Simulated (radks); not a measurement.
**Ba inside a hard spherical wall**

The task here is to estimate one member of a computed series from the others.

Program: radks (a radial shooting solver on a logarithmic mesh, Libxc functionals) version 1. Level of theory: scalar-relativistic Kohn-Sham, PBE, spin-polarised, spherical densities, finite nucleus. These are calculated values, not measurements, unless marked.

## The system

* element: barium (Z = 56)
* charge: 0
* electrons: 56
* configuration: [Xe] 6s2
* nuclear rms radius: 4.8378 fm

The outer shells:

Ba
```
[Xe] core
6s [↑↓]
```

The first run:

The run's settings:

```text
Z 56
configuration [Xe] 6s2 5d0 6p0 7s0
relativity scalar-relativistic
functional pbe,pbe
spin polarised
nucleus finite rms 4.8378 fm
c 137.035999084
```

Among the steps run: The free atom; Wall at 20 bohr; Wall at 15 bohr; Wall at 8 bohr; Wall at 6 bohr; Wall at 5 bohr; Wall at 4 bohr; Wall at 3.5 bohr; Wall at 2.5 bohr; Wall at 2 bohr; Wall at 1.5 bohr.

One table of the session follows, with a row left open; its other results are not shown here.

| R (bohr) | E − E(free) (eV) | ε(6s) (eV) | ε(5d, empty) (eV) | ε(6p, empty) (eV) | ε(7s, empty) (eV) |
| --- | --- | --- | --- | --- | --- |
| free | 0.000 | -3.230 | -2.019 | -1.243 | - |
| 20 | 0.000 | -3.230 | -2.019 | -1.242 | 0.022 |
| 15 | 0.002 | -3.224 | -2.012 | -1.217 | 0.461 |
| 8 | 0.941 | -2.212 | -1.082 | 0.592 | 7.887 |
| 6 | 5.149 | 0.804 | 0.921 | 5.213 | 21.250 |
| 5 | ? | ? | ? | ? | ? |
| 4 | 38.522 | 18.454 | 9.835 | 28.467 | 75.487 |
| 3.5 | 72.567 | 33.327 | 16.806 | 46.283 | 112.63 |
| 2.5 | 329.99 | 120.01 | 57.030 | 142.92 | 298.09 |
| 2 | 838.68 | 253.20 | 120.84 | 284.72 | 553.55 |
| 1.5 | 2634.4 | 620.88 | 304.53 | 663.50 | 1201.3 |

Q: Estimate the row for R (bohr) = 5 from the others.

Worked estimate for «E − E(free) (eV)». A straight line through the neighbours (6, 5.149) and (4, 38.522) gives 5.149 + (38.522 − 5.149) × (5 − 6) / (4 − 6) = 21.835; a parabola fitted to 4 rows on both sides gives 18.737.

The run gave: E − E(free) (eV): 13.037; ε(6s) (eV): 5.523; ε(5d, empty) (eV): 3.493; ε(6p, empty) (eV): 11.857; ε(7s, empty) (eV): 38.029. In «E − E(free) (eV)» the line misses by +8.798 and the parabola by +5.700.

From R = 6 bohr inwards the highest occupied level lies above zero, pushed up by confinement. Shells are not refilled when levels cross, and a hard wall is a model, not a crystal.
